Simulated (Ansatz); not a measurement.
# Cl₂F₂H₂In₂: taking an electron away

Aim: the vertical ionisation energy of Cl₂F₂H₂In₂, as cation minus neutral at the neutral's geometry, on several levels, and how well −ε(HOMO) stands in for it.

Computed with Ansatz 0.2.0, Gaussian basis. Level: unrestricted cation, the program's frozen cores in correlated methods.

Levels to be run: UKS PBE-D4/def2-TZVPP; UKS r2SCAN-D4/def2-TZVPP; UKS PBE0-D4/def2-TZVPP; UKS B3LYP-D4/def2-TZVPP; UKS wB97X-V/def2-TZVPP; UKS wB97M-V/def2-TZVPP; UKS B2PLYP/def2-TZVPP; UHF-CCSD(T)/def2-TZVPP; UHF-MP2/def2-QZVPP; extrapolation to the limit; then −ε(HOMO) from the neutral's earlier runs with LDA (SPW92), PBE-D4, revPBE-D4, BLYP-D4, r2SCAN-D4, B97M-V, PBE0-D4, B3LYP-D4, r2SCANh-D4, r2SCAN0-D4, HSE06-D4, BHLYP-D4, CAM-B3LYP-D4, LC-ωPBE, ωB97X-V, ωB97M-V.

1 further run of the same task is left out (for a known fault of the program).

### 1 The geometry

The geometry comes from an earlier relaxation with PBE0-D4 in a triple-zeta def2 set; it is a stationary point, not always the lowest conformer. In takes the def2 core potential; no spin-orbit term is included.

SMILES `[F][In@H-]1[Cl+][In@@H-]([F])[Cl+]1`, 8 atoms, charge 0, spin multiplicity 1.

Atoms are counted from 1 here; the program's logs count them from 0.

Bond lengths: F1–In2 1.931 Å, In2–Cl3 2.520 Å, In2–Cl6 2.520 Å, In2–H7 1.687 Å, Cl3–In4 2.520 Å, In4–F5 1.931 Å, In4–Cl6 2.520 Å, In4–H8 1.687 Å. Angles: F1–In2–Cl3 102.2°, F1–In2–Cl6 102.2°, F1–In2–H7 130.4°, Cl3–In2–Cl6 87.6°, Cl3–In2–H7 112.9°, Cl6–In2–H7 112.8°, In2–Cl3–In4 92.3°, Cl3–In4–F5 102.2°, Cl3–In4–Cl6 87.6°, Cl3–In4–H8 112.8°, F5–In4–Cl6 102.2°, F5–In4–H8 130.4°, Cl6–In4–H8 112.8°, In2–Cl6–In4 92.3°.

As a file:

```xyz
8

F     2.4575   -1.5746    0.0481
In    1.7989    0.2383    0.1426
Cl    0.1075    0.2879   -1.7244
In   -1.8154   -0.0323   -0.1279
F    -2.1770   -1.9216   -0.2985
Cl   -0.1322    0.0201    1.7463
H     2.6297    1.6969    0.3129
H    -2.8689    1.2852   -0.0991
```

### 2 Cation, UKS PBE-D4/def2-TZVPP

Input file in.yaml:

```yaml
crystal:
  periodic: [false, false, false]
  atoms:
    - {symbol: F, position_ang: [2.457488, -1.574551, 0.048101]}
    - {symbol: In, position_ang: [1.798913, 0.238346, 0.142559]}
    - {symbol: Cl, position_ang: [0.107511, 0.287888, -1.724380]}
    - {symbol: In, position_ang: [-1.815448, -0.032267, -0.127908]}
    - {symbol: F, position_ang: [-2.177003, -1.921555, -0.298543]}
    - {symbol: Cl, position_ang: [-0.132214, 0.020078, 1.746318]}
    - {symbol: H, position_ang: [2.629666, 1.696851, 0.312946]}
    - {symbol: H, position_ang: [-2.868923, 1.285220, -0.099093]}
basis:
  gaussian: {orbitals: def2-TZVPP}
total_charge: 1
magnetization: {spin_polarized: true, initial_magnetization: 1}
hamiltonian: {xc: pbe, dispersion: d4}
```

Run with:

```sh
$ ansatz run in.yaml --threads 2 --pin off --events-out ev --progress --plain --max-ram 22528MiB --backend cuda --devices 0, --max-vram 18GiB
```

The runs that follow: Cation, UKS r2SCAN-D4/def2-TZVPP; Cation, UKS PBE0-D4/def2-TZVPP; Cation, UKS B3LYP-D4/def2-TZVPP; Cation, UKS wB97X-V/def2-TZVPP; Cation, UKS wB97M-V/def2-TZVPP; Cation, UKS B2PLYP (frozen core)/def2-TZVPP; Cation, UHF-CCSD(T)/def2-TZVPP; Cation, UHF-MP2/def2-QZVPP.

Q: Predict the results of all the runs planned. Wanted: ionisation energy, CCSD(T)/CBS; nearest functional by difference; nearest −ε(HOMO); −ε(HOMO) of PBE; T1 of the cation.

The runs gave:

| quantity | value |
| --- | --- |
| ionisation energy, CCSD(T)/CBS | 12.36 eV |
| nearest functional by difference | ωB97X-V (-0.32 eV) |
| nearest −ε(HOMO) | LC-ωPBE (-0.05 eV) |
| −ε(HOMO) of PBE | 8.09 eV |
| T1 of the cation | 0.035 |

**Reading.** Energy differences with functionals land within 1.77 eV of the reference. The PBE orbital energy is 4.3 eV too small: a semilocal HOMO is no ionisation energy. Among orbital estimates LC-ωPBE comes nearest. Hartree-Fock falls 0.89 eV short, as the neutral has more correlation energy than the cation. The cation's T1 (from the report) is 0.035, near the customary mark of 0.045 for open shells, so the coupled-cluster value is less safe. The cation may have settled in a state other than its lowest; no search over hole states beyond the program's own was made. Correlated methods include outer-core shells of In, which these sets cover unevenly. With outer-core shells in play the reference is unsure by up to some tenths of an eV, so close misses can't be ranked.
